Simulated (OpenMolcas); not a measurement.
**Ru³⁺ among point charges: CASSCF and CASPT2 levels and susceptibility**

Aim: the splitting of the states of Ru³⁺ in the field of 3 point charges, its lowest levels with spin-orbit coupling and its magnetic susceptibility.

Program: OpenMolcas 26.06. Level of theory: state-averaged CASSCF and CASPT2, spin-orbit coupling by RASSI with atomic mean-field integrals. These are calculated values, not measurements, unless marked.

## Step 1: The system

* Species: Ru³⁺ (ruthenium, Z = 44, 41 electrons)
* Basis: ANO-RCC-VDZP [6s5p3d1f], 43 functions
* Scalar Hamiltonian: DKH2, point nucleus
* Inactive shells: 1s 2s 2p 3s 3p 3d 4s 4p
* Active space: 5 electrons in 5 orbitals (4d)
* Some configurations of this space: 4d⁵
* Orbitals: optimised for each spin and parity, averaged over all roots

The outer shells:

4d5
```
4d [↑ ][↑ ][↑ ][↑ ][↑ ]
```

The ion sits among 3 point charges of -2 e arranged as a planar triangle (D3h), 1.8 Å from the ion.

Each step is its own input file, run in one work folder so that later steps find the files of earlier ones. Labels, J, g values, rates, χT and fits are worked out afterwards by a script from the matrices that RASSI stores.

## Step 2: Basis and integrals

a.inp reads:

```
&GATEWAY
Coord
1

Ru 0.0 0.0 0.0
Basis=ANO-RCC-VDZP
Group=NoSym
NoMove
AngMom=0.0 0.0 0.0
AMFI
XField
3 Angstrom 0
1.800000 0.000000 0.000000 -2.000000
-0.900000 1.558846 0.000000 -2.000000
-0.900000 -1.558846 0.000000 -2.000000
&SEWARD
```

Command:

```console
$ OMP_NUM_THREADS=1 MOLCAS_MEM=1689 MOLCAS_PROJECT=a pymolcas a.inp > a.log
```

## Step 3: CASSCF: sextets, 1 root

a.inp reads:

```
&RASSCF
FileOrb=start.orb
Symmetry=1
Spin=6
nActEl=5 0 0
Inactive=18
Ras2=5
CIRoot=1 1 1
SDav=1
CIMx=300
Iter=120 100
PrWF=0.3
OrbListing=Nothing
MaxOrb=0
>>> COPY $Project.JobIph JOB001
```

start.orb holds the contracted functions of the basis, ordered by shell, or the orbitals of the step before.

## Step 4: Reference wave functions, quartets, 24 roots

a.inp reads:

```
&RASSCF
FileOrb=start.orb
Symmetry=1
Spin=4
nActEl=5 0 0
Inactive=18
Ras2=5
CIRoot=24 24 1
SDav=24
CIMx=300
Iter=120 100
PrWF=0.3
OrbListing=Nothing
MaxOrb=0
>>> COPY $Project.JobIph JOB002
```

## Step 5: CASSCF: doublets, 75 roots

a.inp reads:

```
&RASSCF
FileOrb=start.orb
Symmetry=1
Spin=2
nActEl=5 0 0
Inactive=18
Ras2=5
CIRoot=75 75 1
SDav=75
CIMx=300
Iter=120 100
PrWF=0.3
OrbListing=Nothing
MaxOrb=0
>>> COPY $Project.JobIph JOB003
```

## Step 6: RASSI: spin-orbit coupling between the states

a.inp reads:

```
&RASSI
NrOfJobIphs=3 1 24 75
1
1 2 3 4 5 6 7 8 9 10 11 12 13 14 15 16 17 18 19 20 21 22 23 24
1 2 3 4 5 6 7 8 9 10 11 12 13 14 15 16 17 18 19 20 21 22 23 24 25 26 27
28 29 30 31 32 33 34 35 36 37 38 39 40 41 42 43 44 45 46 47 48 49 50 51
52 53 54 55 56 57 58 59 60 61 62 63 64 65 66 67 68 69 70 71 72 73 74 75
IphNames
JOB001
JOB002
JOB003
EJob
SpinOrbit
DIPRint=1.0
SOCoupling=1000.0
Subsets=2
Property=9
'ANGMOM' 1 'ANGMOM' 2 'ANGMOM' 3 'MLTPL  1' 1 'MLTPL  1' 2 'MLTPL  1' 3
'AMFI' 1 'AMFI' 2 'AMFI' 3
SOProperty=3
'ANGMOM' 1 'ANGMOM' 2 'ANGMOM' 3
```

## Step 7: CASPT2: IPEA 0.25, imaginary shift 0.1 (closed shells correlated: 4s 4p)

a.inp reads:

```
>>> COPY JOB001 $Project.JobIph
&CASPT2
Multistate=1 1
Frozen=14
IPEA=0.25
Imaginary=0.1
MaxIter=60
WThr=0.0 0.3 0.05
PrWF=0.5
NoMix
>>> COPY JOB002 $Project.JobIph
&CASPT2
Multistate=24 1 2 3 4 5 6 7 8 9 10 11 12 13 14 15 16 17 18 19 20 21 22
23 24
NoMult
Frozen=14
IPEA=0.25
Imaginary=0.1
MaxIter=60
WThr=0.0 0.3 0.05
PrWF=0.5
NoMix
>>> COPY JOB003 $Project.JobIph
&CASPT2
Multistate=75 1 2 3 4 5 6 7 8 9 10 11 12 13 14 15 16 17 18 19 20 21 22
23 24 25 26 27 28 29 30 31 32 33 34 35 36 37 38 39 40 41 42 43 44 45 46
47 48 49 50 51 52 53 54 55 56 57 58 59 60 61 62 63 64 65 66 67 68 69 70
71 72 73 74 75
NoMult
Frozen=14
IPEA=0.25
Imaginary=0.1
MaxIter=60
WThr=0.0 0.3 0.05
PrWF=0.5
NoMix
```

(Steps that only read results are left out.)

Before running it: what results should come out? Wanted: spin-free ground state; lowest level; next level.

The runs gave:

| quantity | value |
| --- | --- |
| method | SS-CASPT2, IPEA 0.25, imaginary shift 0.1 (closed shells correlated: 4s 4p) |
| spin-free ground state | 6A1, 1-fold in its orbital part |
| lowest level | 2-fold E1/2, g = 1.99, 5.99, 5.99 |
| next level | 6.9 cm⁻¹ |
| χT at 300 K | 4.36 cm³ K/mol |
| effective moment at 300 K | 5.90 μB |

Cost by method:

| method | time of its own steps | time with the reference |
| --- | --- | --- |
| A. CASSCF | 31 s | 31 s |
| B. SS-CASPT2, IPEA 0.25, imaginary shift 0.1, +4s 4p | 10 s | 41 s |

Times are of one thread on a shared host.

What this shows: The spin-free ground state (6A1) comes to 100 % from free-ion S terms and keeps the highest spin of the shell. χT at 300 K is 4.36, against 4.39 cm³ K/mol for the spin alone, as a half-filled shell (L = 0) has no orbital moment. An active space of the d shell alone favours high spin; real ions in strong fields can be low spin. CASPT2 does not keep the components of a term degenerate, and the means are used. The field of point charges can differ much from that of real complexes. With metal d orbitals alone active, the gaps between spin states are rough; where two lie within a few thousand cm-1, their order is open. This is an electrostatic model: the charges have no orbitals.
